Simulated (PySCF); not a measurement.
# [Tm(H2CO)]3+: shape, vibrations and bonding

Task: relax [Tm(H2CO)]3+, compute its harmonic modes and analyse its electrons. The species was built from a template and needn't be a known compound.

Method: PBE0, Tm lcecp-1-SVP with ECP58, O def2-SVP, C def2-SVP, H def2-SVP; scalar-relativistic core potentials, no spin–orbit coupling; program: PySCF 2.14.0.

1 further run of the same task is left out (for a known fault of the program).

## (1) The system as given

5 atoms, charge 3, spin multiplicity 1.

Bond lengths: Tm1–O2 2.410 Å, O2–C3 1.220 Å, C3–H4 1.105 Å, C3–H5 1.105 Å. Angles: Tm1–O2–C3 180.0°, O2–C3–H4 121.7°, O2–C3–H5 121.7°, H4–C3–H5 116.6°.

Coordinates:

```xyz
5
charge 3, multiplicity 1
Tm    0.00000    0.00000    0.00000
O     0.00000    0.00000    2.41000
C     0.00000    0.00000    3.63000
H     0.94000    0.00000    4.21000
H    -0.94000    0.00000    4.21000
```

Formal oxidation states: Tm +3. Each metal's 12 4f electrons lie in its core potential, so multiplicities, spins and levels count the valence alone.

## (2) SCF at the start, singlet

run.py (the lines that set the calculation)

```python
mol = gto.M(atom='''
Tm     0.00000     0.00000     0.00000
O      0.00000     0.00000     2.41000
C      0.00000     0.00000     3.63000
H      0.94000     0.00000     4.21000
H     -0.94000     0.00000     4.21000''',
    basis={'Tm': 'lcecp-1-SVP', 'O': 'def2-SVP', 'C': 'def2-SVP', 'H': 'def2-SVP'},
    ecp={'Tm': 'lcecp-1-SVP'},
    charge=3, spin=0)
mf = dft.RKS(mol, xc='PBE0')
mf.grids.atom_grid = (50, 194)  # f atoms: unpruned, at least (60, 302)
mf = mf.density_fit()  # fitting sets: Tm AutoAux, O def2-universal-JKFIT, C def2-universal-JKFIT, H def2-universal-JKFIT
mf.conv_tol = 1e-08; mf.max_cycle = 55
mf.kernel(dm0)  # dm0: free metal ions and neutral atoms
```

Run with:

```bash
$ OMP_NUM_THREADS=2 python run.py
```

Log:

```text
init E= -142.905480894413
  HOMO = -1.43174718205625  LUMO = -1.25626139520307  gap/eV = 4.77521
cycle= 1 E= -150.162395772543  delta_E= -7.26  |g|= 2.69  |ddm|= 3.13
cycle= 2 E= -137.983600395821  delta_E= 12.2  |g|= 4.51  |ddm|= 5.07
  HOMO = -1.12758727033502  LUMO = -0.890974874881476  gap/eV = 6.43855
cycle= 3 E= -151.531798001199  delta_E= -13.5  |g|= 0.844  |ddm|= 4.65
  HOMO = -0.8721074038544  LUMO = -0.754191539775728  gap/eV = 3.20865
cycle= 4 E= -151.67945407749  delta_E= -0.148  |g|= 0.605  |ddm|= 1.06
  HOMO = -0.857355273383376  LUMO = -0.766115166376581  gap/eV = 2.48277
cycle= 5 E= -151.751017631138  delta_E= -0.0716  |g|= 0.174  |ddm|= 0.577
  HOMO = -0.85983126055168  LUMO = -0.743578580016743  gap/eV = 3.16340
cycle= 6 E= -151.756626748577  delta_E= -0.00561  |g|= 0.0392  |ddm|= 0.126
  HOMO = -0.866506505366505  LUMO = -0.739492236131814  gap/eV = 3.45623
cycle= 7 E= -151.757034181497  delta_E= -0.000407  |g|= 0.00692  |ddm|= 0.0495
  HOMO = -0.865935248798984  LUMO = -0.740790694115483  gap/eV = 3.40536
cycle= 8 E= -151.757050409009  delta_E= -1.62e-05  |g|= 0.0032  |ddm|= 0.0143
  HOMO = -0.866273382226112  LUMO = -0.740315279093059  gap/eV = 3.42749
cycle= 9 E= -151.757053234776  delta_E= -2.83e-06  |g|= 0.0002  |ddm|= 0.00341
  HOMO = -0.866295431743364  LUMO = -0.740302904127444  gap/eV = 3.42843
cycle= 10 E= -151.757053245828  delta_E= -1.11e-08  |g|= 8.07e-06  |ddm|= 0.000201
  HOMO = -0.866296228377927  LUMO = -0.74030116717888  gap/eV = 3.42850
cycle= 11 E= -151.757053245896  delta_E= -6.83e-11  |g|= 8.69e-07  |ddm|= 2.7e-05
  HOMO = -0.866296156337093  LUMO = -0.740300893838742  gap/eV = 3.42851
Extra cycle  E= -151.757053245897  delta_E= -3.41e-13  |g|= 4.44e-07  |ddm|= 2.55e-06
converged SCF energy = -151.757053245897
```

It took 3.5 s on 2 threads of Arm Neoverse N1, shared host; peak memory 0.42 GiB.

Result: E = -151.757053 Eh, HOMO -23.57 eV, LUMO -20.14 eV, Mulliken charge on Tm1 +2.53 e. 

## (3) Relaxation, singlet

Steps are kept in the start's point group, C2v.

run.py (the lines that set the calculation)

```python
mol = gto.M(atom='''
Tm     0.00000     0.00000    -0.45537
O      0.00000     0.00000     1.95463
C      0.00000     0.00000     3.17463
H      0.94000     0.00000     3.75463
H     -0.94000     0.00000     3.75463''',
    basis={'Tm': 'lcecp-1-SVP', 'O': 'def2-SVP', 'C': 'def2-SVP', 'H': 'def2-SVP'},
    ecp={'Tm': 'lcecp-1-SVP'},
    charge=3, spin=0)
mf = dft.RKS(mol, xc='PBE0')
mf.grids.atom_grid = (50, 194)  # f atoms: unpruned, at least (60, 302)
mf = mf.density_fit()  # fitting sets: Tm AutoAux, O def2-universal-JKFIT, C def2-universal-JKFIT, H def2-universal-JKFIT
mf.conv_tol = 1e-08; mf.max_cycle = 55
mf.kernel(dm0)  # dm0: an SCF of this state at this start
# quasi-Newton relaxation in Cartesian coordinates to a largest gradient under 0.00045 Eh/bohr, steps kept in the point group
```

Run with:

```bash
$ OMP_NUM_THREADS=2 python run.py
```

The driver keeps no SCF log for this step, only its results.

It took 20 s on 2 threads of Arm Neoverse N1, shared host.

The steps of the relaxation:

| step | energy from step 1 (eV) | largest force component (eV/Å) |
| --- | --- | --- |
| 1 | 0.0000 | 4.8150 |
| 2 | -0.4343 | 2.7197 |
| 3 | -0.6611 | 4.2798 |
| 4 | -0.8056 | 1.0109 |
| 5 | -0.8347 | 0.3327 |
| 6 | -0.8384 | 0.1053 |
| 7 | -0.8385 | 0.0207 |
| 8 | -0.8385 | 0.0016 |

Close pairs (by a distance rule), those that changed most:

| bond | before (Å) | after (Å) | change (Å) |
| --- | --- | --- | --- |
| Tm1–O2 | 2.410 | 2.027 | -0.383 |
| O2–C3 | 1.220 | 1.271 | +0.051 |
| C3–H4 | 1.105 | 1.114 | +0.009 |
| C3–H5 | 1.105 | 1.114 | +0.009 |

It ends in C2v at E = -151.787868 Eh.

| atom | x (Å) | y (Å) | z (Å) |
| --- | --- | --- | --- |
| Tm1 | 0.0000 | 0.0000 | -0.1643 |
| O2 | 0.0000 | 0.0000 | 1.8626 |
| C3 | 0.0000 | 0.0000 | 3.1337 |
| H4 | 0.9733 | 0.0000 | 3.6756 |
| H5 | -0.9733 | 0.0000 | 3.6756 |

## (4) The relaxed geometry turned into its symmetry frame

run.py (the lines that set the calculation)

```python
mol = gto.M(atom='''
Tm     0.00000     0.00000    -0.40079
O      0.00000     0.00000     1.62608
C      0.00000     0.00000     2.89719
H      0.97332     0.00000     3.43913
H     -0.97332     0.00000     3.43913''',
    basis={'Tm': 'lcecp-1-SVP', 'O': 'def2-SVP', 'C': 'def2-SVP', 'H': 'def2-SVP'},
    ecp={'Tm': 'lcecp-1-SVP'},
    charge=3, spin=0)
mf = dft.RKS(mol, xc='PBE0')
mf.grids.atom_grid = (50, 194)  # f atoms: unpruned, at least (60, 302)
mf = mf.density_fit()  # fitting sets: Tm AutoAux, O def2-universal-JKFIT, C def2-universal-JKFIT, H def2-universal-JKFIT
mf.conv_tol = 1e-08; mf.max_cycle = 55
mf.kernel(dm0)  # dm0: free metal ions and neutral atoms
```

Run with:

```bash
$ OMP_NUM_THREADS=2 python run.py
```

Log:

```text
init E= -142.870890496403
  HOMO = -1.44461255690231  LUMO = -1.26401136693701  gap/eV = 4.91441
cycle= 1 E= -150.127367849785  delta_E= -7.26  |g|= 2.77  |ddm|= 3.15
  HOMO = -0.729770519966833  LUMO = -0.727484826765551  gap/eV = 0.06220
cycle= 2 E= -139.338703250379  delta_E= 10.8  |g|= 4.16  |ddm|= 5.64
  HOMO = -1.2546380980579  LUMO = -0.998176295712931  gap/eV = 6.97868
cycle= 3 E= -151.402080424167  delta_E= -12.1  |g|= 1.22  |ddm|= 5.35
  HOMO = -0.989805670820925  LUMO = -0.728441159215026  gap/eV = 7.11209
cycle= 4 E= -151.663478427324  delta_E= -0.261  |g|= 0.783  |ddm|= 1.08
  HOMO = -0.946743775579606  LUMO = -0.739768034081176  gap/eV = 5.63210
cycle= 5 E= -151.780946221099  delta_E= -0.117  |g|= 0.169  |ddm|= 0.579
  HOMO = -0.928143234128555  LUMO = -0.724632090864035  gap/eV = 5.53782
cycle= 6 E= -151.786740844935  delta_E= -0.00579  |g|= 0.0633  |ddm|= 0.198
  HOMO = -0.938859992995077  LUMO = -0.721298481709505  gap/eV = 5.92015
cycle= 7 E= -151.787850413189  delta_E= -0.00111  |g|= 0.0083  |ddm|= 0.0652
  HOMO = -0.939127716500927  LUMO = -0.722331419729755  gap/eV = 5.89933
cycle= 8 E= -151.787865519144  delta_E= -1.51e-05  |g|= 0.00356  |ddm|= 0.0095
  HOMO = -0.939395938032192  LUMO = -0.722204163309055  gap/eV = 5.91009
cycle= 9 E= -151.787868003291  delta_E= -2.48e-06  |g|= 0.000387  |ddm|= 0.00217
  HOMO = -0.939462501871304  LUMO = -0.72218000565647  gap/eV = 5.91256
cycle= 10 E= -151.787868040458  delta_E= -3.72e-08  |g|= 1.9e-05  |ddm|= 0.000376
  HOMO = -0.939462193913261  LUMO = -0.722183486878266  gap/eV = 5.91245
cycle= 11 E= -151.787868040588  delta_E= -1.29e-10  |g|= 2.63e-06  |ddm|= 2.78e-05
  HOMO = -0.939461407544574  LUMO = -0.722183364629091  gap/eV = 5.91244
Extra cycle  E= -151.787868040587  delta_E= 9.38e-13  |g|= 4.03e-06  |ddm|= 6.28e-06
converged SCF energy = -151.787868040587
```

Wall time 1.3 s (2 threads of Arm Neoverse N1, shared host).

Read off: E = -151.787868 Eh, HOMO -25.56 eV, LUMO -19.65 eV, Mulliken charge on Tm1 +2.43 e. 

## (5) Harmonic vibrations

Edit run.py (the lines that set the calculation) of step 4 so:

```diff
@@ -12,3 +12,4 @@
 mf = mf.density_fit()  # fitting sets: Tm AutoAux, O def2-universal-JKFIT, C def2-universal-JKFIT, H def2-universal-JKFIT
-mf.conv_tol = 1e-08; mf.max_cycle = 55
-mf.kernel(dm0)  # dm0: free metal ions and neutral atoms
+mf.conv_tol = 1e-10; mf.max_cycle = 55
+mf.kernel(dm0)  # dm0: the density of the relaxed state
+# Hessian and dipole derivatives by central differences of gradients, 0.02 bohr
```

Run with:

```bash
$ OMP_NUM_THREADS=2 python run.py
```

The driver keeps no SCF log for this step, only its results.

It took 38 s on 2 threads of Arm Neoverse N1, shared host.

Point group C2v; negative numbers are unstable modes, and those under 60 cm⁻¹ are near the numerical noise:

| cm⁻¹ | km/mol | symmetry |
| --- | --- | --- |
| 260 | 61.2 | b2 |
| 279 | 69.0 | b1 |
| 452 | 19.2 | a1 |
| 1171 | 19.7 | b2 |
| 1245 | 5.6 | b1 |
| 1434 | 315.2 | a1 |
| 1541 | 274.6 | a1 |
| 3006 | 99.2 | a1 |
| 3160 | 107.8 | b2 |

## (6) Properties on a finer grid

run.py (the lines that set the calculation)

```python
mol = gto.M(atom='''
Tm     0.00000     0.00000    -0.16431
O      0.00000     0.00000     1.86256
C      0.00000     0.00000     3.13367
H      0.97332     0.00000     3.67561
H     -0.97332     0.00000     3.67561''',
    basis={'Tm': 'lcecp-1-SVP', 'O': 'def2-SVP', 'C': 'def2-SVP', 'H': 'def2-SVP'},
    ecp={'Tm': 'lcecp-1-SVP'},
    charge=3, spin=0)
mf = dft.RKS(mol, xc='PBE0')
mf.grids.atom_grid = (75, 302)  # f atoms: unpruned, at least (60, 302)
mf = mf.density_fit()  # fitting sets: Tm AutoAux, O def2-universal-JKFIT, C def2-universal-JKFIT, H def2-universal-JKFIT
mf.conv_tol = 1e-09; mf.max_cycle = 55
mf.kernel(dm0)  # dm0: the density of the relaxed state
```

Run with:

```bash
$ OMP_NUM_THREADS=2 python run.py
```

Log:

```text
init E= -151.78786797274
  HOMO = -0.939456576903751  LUMO = -0.72218335809835  gap/eV = 5.91231
cycle= 1 E= -151.78786797284  delta_E= -1.01e-10  |g|= 5.01e-05  |ddm|= 0.000108
  HOMO = -0.939467826733502  LUMO = -0.72218326648394  gap/eV = 5.91261
cycle= 2 E= -151.787867971561  delta_E= 1.28e-09  |g|= 9.59e-05  |ddm|= 8.94e-05
  HOMO = -0.939461008930163  LUMO = -0.722183155076164  gap/eV = 5.91243
cycle= 3 E= -151.787867973313  delta_E= -1.75e-09  |g|= 9.55e-07  |ddm|= 5.85e-05
  HOMO = -0.939461066727972  LUMO = -0.722183334526018  gap/eV = 5.91243
cycle= 4 E= -151.787867973314  delta_E= -6.82e-13  |g|= 2.67e-07  |ddm|= 1.13e-06
  HOMO = -0.939461028348425  LUMO = -0.722183300181149  gap/eV = 5.91243
Extra cycle  E= -151.787867973313  delta_E= 5.12e-13  |g|= 2.76e-07  |ddm|= 4.49e-07
converged SCF energy = -151.787867973313
```

Wall time 8.2 s (2 threads of Arm Neoverse N1, shared host).

Result: E = -151.787868 Eh, HOMO -25.56 eV, LUMO -19.65 eV, Mulliken charge on Tm1 +2.43 e, largest force component 0.002 eV/Å. 

Löwdin charges:

| atom | value (e) |
| --- | --- |
| Tm1 | 2.27 |
| O2 | -0.09 |
| C3 | 0.54 |
| H4 | 0.14 |
| H5 | 0.14 |

Mulliken charges: Tm1 +2.43, O2 -0.37, C3 +0.41, H4 +0.27, H5 +0.27 e.

Contacts (the nearest donor of each ligand) and Mayer bond orders:

| contact | distance (Å) | bond order |
| --- | --- | --- |
| Tm1–O2 (H2CO) | 2.027 | 0.91 |

Mulliken populations of Tm1 outside the core potential: s 2.06, p 6.06, d 0.44, f 0.03.

Orbitals, density, ELF and potential are computed afterwards from the orbital file.

Frontier orbitals at PBE0, with the share of their density that lies nearest to each atom:

| orbital | energy (eV) | lies on |
| --- | --- | --- |
| HOMO-1 | -29.03 | O2 82 %; C3 14 % |
| HOMO | -25.56 | O2 46 %; H4, H5 about 18 % each; C3 12 % |
| LUMO | -19.65 | Tm1 65 %; C3 20 %; O2 11 % |

ELF in a plane through or near 5 of the atoms.

Values, 10 rows by 14 columns:
```
0.00 0.00 0.00 0.00 0.00 0.00 0.00 0.00 0.00 0.00 0.00 0.00 0.00 0.00
0.00 0.00 0.00 0.00 0.00 0.00 0.00 0.00 0.00 0.00 0.00 0.00 0.00 0.00
0.00 0.00 0.00 0.00 0.00 0.02 0.00 0.01 0.68 0.52 0.00 0.00 0.00 0.00
0.00 0.00 0.03 0.14 0.04 0.29 0.29 0.10 1.00 1.00 0.29 0.00 0.00 0.00
0.00 0.01 0.62 0.86 0.85 0.41 0.82 0.53 0.94 0.91 0.08 0.00 0.00 0.00
0.00 0.01 0.74 0.52 0.81 0.40 0.37 0.53 0.33 0.62 0.02 0.00 0.00 0.00
0.00 0.01 0.25 0.69 0.45 0.38 0.65 0.30 1.00 1.00 0.30 0.00 0.00 0.00
0.00 0.00 0.00 0.01 0.00 0.15 0.06 0.04 0.99 0.99 0.08 0.00 0.00 0.00
0.00 0.00 0.00 0.00 0.00 0.00 0.00 0.00 0.19 0.09 0.00 0.00 0.00 0.00
0.00 0.00 0.00 0.00 0.00 0.00 0.00 0.00 0.00 0.00 0.00 0.00 0.00 0.00
```
The map spans 10.4 Å across and 7.1 Å up, centred on the molecule. Atoms in the plane (x, y in Å): Tm1 (-2.6, 0.0), O2 (-0.6, 0.0), C3 (0.7, 0.0), H4 (1.2, 1.0), H5 (1.2, -1.0).

On the surface of density 0.002 e/bohr³ the electrostatic potential runs, from the 1st to the 99th percentile, from 12.50 to 25.44 V.

## (7) Results

| quantity | value |
| --- | --- |
| state and point group | singlet in the valence, C2v |
| modes | 260 to 3160 cm⁻¹, none unstable |
| strongest infrared band (modes within 1.5 cm⁻¹ summed) | 1434 cm⁻¹ (315 km/mol) |
| zero-point energy | 0.778 eV |
| ideal gas, 298 K, 1 bar | S = 290.4, Cp = 55.7 J/(mol K) |
| metal–ligand contacts | 2.03 Å |
| frontier levels | HOMO -25.56 eV, LUMO -19.65 eV |
| dipole about the centre of mass | 5.33 D |
| mean polarisability | 3.5 Å³ |

All modes are real, so the structure is a minimum. The metal carries +2.27 e by Löwdin's partition against a formal +3, and bond orders to the nearest donors reach 0.91. Both measures hang on the basis. One start shape was tried, so another isomer may lie lower. The bases are small and lack diffuse functions. Spin–orbit coupling is left out.
